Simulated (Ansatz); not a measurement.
# GaN2H5: ionisation energy by level of theory

How much energy removes an electron from GaN2H5 at fixed geometry? The cation is run at each level and the neutral's energy taken from earlier runs.

Method: unrestricted cation, the program's frozen cores in correlated methods; program: Ansatz 0.2.0, Gaussian basis.

Plan: UKS PBE-D4/def2-TZVPP; UKS r2SCAN-D4/def2-TZVPP; UKS PBE0-D4/def2-TZVPP; UKS B3LYP-D4/def2-TZVPP; UKS wB97X-V/def2-TZVPP; UKS wB97M-V/def2-TZVPP; UKS B2PLYP/def2-TZVPP; UHF-CCSD(T)/def2-TZVPP; UHF-CCSD(T)/def2-QZVPP; extrapolation to the limit; then −ε(HOMO) from the neutral's earlier runs with LDA (SPW92), PBE-D4, revPBE-D4, BLYP-D4, r2SCAN-D4, B97M-V, PBE0-D4, B3LYP-D4, r2SCANh-D4, r2SCAN0-D4, HSE06-D4, BHLYP-D4, CAM-B3LYP-D4, LC-ωPBE, ωB97X-V, ωB97M-V.

### Step 1. The relaxed structure

An earlier PBE0-D4/def2-TZVP relaxation fixed the geometry.

SMILES `[NH2][GaH][NH2]`, 8 atoms, charge 0, spin multiplicity 1.

Atoms are counted from 1 here; the program's logs count them from 0.

Bond lengths: N1–Ga2 1.816 Å, N1–H4 1.005 Å, N1–H5 1.005 Å, Ga2–N3 1.816 Å, Ga2–H6 1.553 Å, N3–H7 1.004 Å, N3–H8 1.005 Å. Angles: Ga2–N1–H4 124.7°, Ga2–N1–H5 123.2°, H4–N1–H5 111.9°, N1–Ga2–N3 117.1°, N1–Ga2–H6 121.4°, N3–Ga2–H6 121.4°, Ga2–N3–H7 123.2°, Ga2–N3–H8 124.7°, H7–N3–H8 112.0°.

### Step 2. Cation, UKS PBE-D4/def2-TZVPP

in.yaml reads:

```yaml
crystal:
  periodic: [false, false, false]
  atoms:
    - {symbol: N, position_ang: [-1.049649, 0.718438, -0.930375]}
    - {symbol: Ga, position_ang: [0.193172, 0.505738, 0.376407]}
    - {symbol: N, position_ang: [0.884644, -1.158503, 0.598436]}
    - {symbol: H, position_ang: [-1.406579, -0.023964, -1.505982]}
    - {symbol: H, position_ang: [-1.523115, 1.587518, -1.102280]}
    - {symbol: H, position_ang: [0.647470, 1.696838, 1.264136]}
    - {symbol: H, position_ang: [1.604277, -1.370520, 1.266378]}
    - {symbol: H, position_ang: [0.649790, -1.955546, 0.033280]}
basis:
  gaussian: {orbitals: def2-TZVPP}
total_charge: 1
magnetization: {spin_polarized: true, initial_magnetization: 1}
hamiltonian: {xc: pbe, dispersion: d4}
```

On the command line:

```
$ ansatz run in.yaml --threads 2 --pin off --events-out ev --progress --plain --max-ram 22528MiB --backend cpu
```

After this run come: Cation, UKS r2SCAN-D4/def2-TZVPP; Cation, UKS PBE0-D4/def2-TZVPP; Cation, UKS B3LYP-D4/def2-TZVPP; Cation, UKS wB97X-V/def2-TZVPP; Cation, UKS wB97M-V/def2-TZVPP; Cation, UKS B2PLYP (frozen core)/def2-TZVPP; Cation, UHF-CCSD(T)/def2-TZVPP; Cation, UHF-CCSD(T)/def2-QZVPP.

**Question.** What will the summary of the whole plan be? Wanted: ionisation energy, CCSD(T)/CBS; nearest functional by difference; nearest −ε(HOMO); −ε(HOMO) of PBE; T1 of the cation.

As calculated:

```
                        quantity               value
  ionisation energy, CCSD(T)/CBS             9.37 eV
nearest functional by difference  ωB97X-V (-0.18 eV)
                nearest −ε(HOMO)  ωB97X-V (-0.19 eV)
                 −ε(HOMO) of PBE             5.33 eV
                T1 of the cation               0.055
```

In words: By cation minus neutral, the functionals miss by 0.80 eV at most. −ε(HOMO) of PBE misses by 4.0 eV, since self-interaction lifts the level. Among orbital estimates ωB97X-V comes nearest. Hartree-Fock falls 1.39 eV short, as the neutral has more correlation energy than the cation. The cation's T1 (from the report) is 0.055, above the customary mark of 0.045 for open shells, so the coupled-cluster value is less safe. The cation may have settled in a state other than its lowest; no search over hole states beyond the program's own was made. Correlated methods include outer-core shells of Ga, which these sets cover unevenly. With outer-core shells in play the reference is unsure by up to some tenths of an eV, so close misses can't be ranked.
